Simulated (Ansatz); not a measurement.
**CH5BrOSi: one species, many methods**

Aim: compute CH5BrOSi with functionals from several rungs and with coupled cluster. The yardstick is the atomisation energy at the CCSD(T) limit.

Program: Ansatz 0.2.0, Gaussian basis. Level of theory: functionals in def2-TZVPP, the program's frozen cores in correlated methods. These are calculated values, not measurements.

Levels to be run: LDA (SPW92), PBE-D4, revPBE-D4, BLYP-D4, r2SCAN-D4, B97M-V, PBE0-D4, B3LYP-D4, r2SCANh-D4, r2SCAN0-D4, HSE06-D4, BHLYP-D4, CAM-B3LYP-D4, LC-ωPBE, ωB97X-V, ωB97M-V, B2PLYP, PBE-QIDH; CCSD(T)/def2-SVP; CCSD(T)/def2-TZVPP; MP2/def2-QZVPP; extrapolation to the limit; RPA on PBE.

**1. The relaxed structure**

The geometry comes from an earlier relaxation with PBE0-D4 in a triple-zeta def2 set; it is a stationary point, not always the lowest conformer.

SMILES `OC([SiH3])Br`, 9 atoms, charge 0, spin multiplicity 1.

Atoms are counted from 1 here; the program's logs count them from 0.

Bond lengths: O1–C2 1.373 Å, O1–H5 0.963 Å, C2–Si3 1.898 Å, C2–Br4 2.005 Å, C2–H6 1.093 Å, Si3–H7 1.480 Å, Si3–H8 1.482 Å, Si3–H9 1.487 Å. Angles: C2–O1–H5 109.9°, O1–C2–Si3 110.6°, O1–C2–Br4 111.8°, O1–C2–H6 113.3°, Si3–C2–Br4 105.9°, Si3–C2–H6 113.1°, Br4–C2–H6 101.6°, C2–Si3–H7 108.8°, C2–Si3–H8 107.9°, C2–Si3–H9 108.6°, H7–Si3–H8 111.3°, H7–Si3–H9 110.4°, H8–Si3–H9 109.8°.

**2. LDA**

This LDA is Slater exchange with PW92 correlation.

File in.yaml:

```yaml
crystal:
  periodic: [false, false, false]
  atoms:
    - {symbol: O, position_ang: [0.477270, 1.504784, -0.505193]}
    - {symbol: C, position_ang: [-0.411372, 0.500020, -0.210901]}
    - {symbol: Si, position_ang: [0.480831, -0.963044, 0.605171]}
    - {symbol: Br, position_ang: [-1.276139, -0.237515, -1.862046]}
    - {symbol: H, position_ang: [0.004525, 2.271364, -0.847393]}
    - {symbol: H, position_ang: [-1.279439, 0.844254, 0.356704]}
    - {symbol: H, position_ang: [1.501711, -1.481385, -0.333407]}
    - {symbol: H, position_ang: [-0.533036, -1.996693, 0.921325]}
    - {symbol: H, position_ang: [1.124150, -0.487983, 1.858838]}
basis:
  gaussian: {orbitals: def2-TZVPP}
hamiltonian: {xc: lda}
output: {orbitals: {seedname: orbitals}}
```

The runs that follow: PBE-D4 (GGA); revPBE-D4 (GGA); BLYP-D4 (GGA); r2SCAN-D4 (meta-GGA); B97M-V (meta-GGA); PBE0-D4 (hybrid); B3LYP-D4 (hybrid); r2SCANh-D4 (hybrid); r2SCAN0-D4 (hybrid); HSE06-D4 (hybrid); BHLYP-D4 (hybrid); CAM-B3LYP-D4 (range-separated); LC-ωPBE (range-separated); ωB97X-V (range-separated); ωB97M-V (range-separated); B2PLYP (double hybrid); PBE-QIDH (double hybrid); CCSD(T) in def2-SVP; CCSD(T) in def2-TZVPP; MP2 in def2-QZVPP; RPA on PBE orbitals.

**Question.** What will the summary of the whole plan be? Wanted: atomisation energy, CCSD(T)/CBS; farthest beyond LDA; mean size of error, GGA; mean size of error, meta-GGA; mean size of error, hybrid; mean size of error, range-separated; mean size of error, double hybrid; gap, smallest and largest; T1 diagnostic.

As calculated:

| quantity | value |
| --- | --- |
| atomisation energy, CCSD(T)/CBS | 693.4 kcal/mol |
| functionals within 6.9 kcal/mol (1.0 %) | BLYP-D4, r2SCAN-D4, B97M-V, PBE0-D4, B3LYP-D4, r2SCANh-D4, HSE06-D4, CAM-B3LYP-D4, ωB97X-V, ωB97M-V |
| farthest beyond LDA | BHLYP-D4 (-25.9 kcal/mol) |
| mean size of error, GGA | 7.4 kcal/mol |
| mean size of error, meta-GGA | 2.8 kcal/mol |
| mean size of error, hybrid | 10.2 kcal/mol |
| mean size of error, range-separated | 4.5 kcal/mol |
| mean size of error, double hybrid | 11.8 kcal/mol |
| gap, smallest and largest | 4.97 eV (LDA (SPW92)), 12.30 eV (LC-ωPBE) |
| T1 diagnostic | 0.0104 |
| triples share of the correlation energy | 3.6 % |

What this shows: LDA overbinds by 101.5 kcal/mol (15 %). PBE-D4 is off by +7.4 kcal/mol. Double hybrids carry the basis error of their MP2 part in triple zeta, and no dispersion term here, so their miss is partly the set-up's. The rungs meta-GGA, range-separated miss on average by less than the doubt on the reference (6.9 kcal/mol), so they tie. The reference freezes the cores and leaves out relativity and excitations past (T), and its outer-core shells are covered unevenly, so misses under about 6.9 kcal/mol can't be ranked. All levels share the lack of spin-orbit coupling, which lowers the free heavy atoms and so the true binding. Hartree-Fock recovers 70 % of the binding; the rest is correlation. CCSD(T) in def2-SVP is off by -48.7 kcal/mol, worse than the median functional, from the basis alone. Orbital gaps span 5.0 to 12.3 eV; exact exchange widens them. Correlated methods include outer-core shells of Br, which these sets cover unevenly.
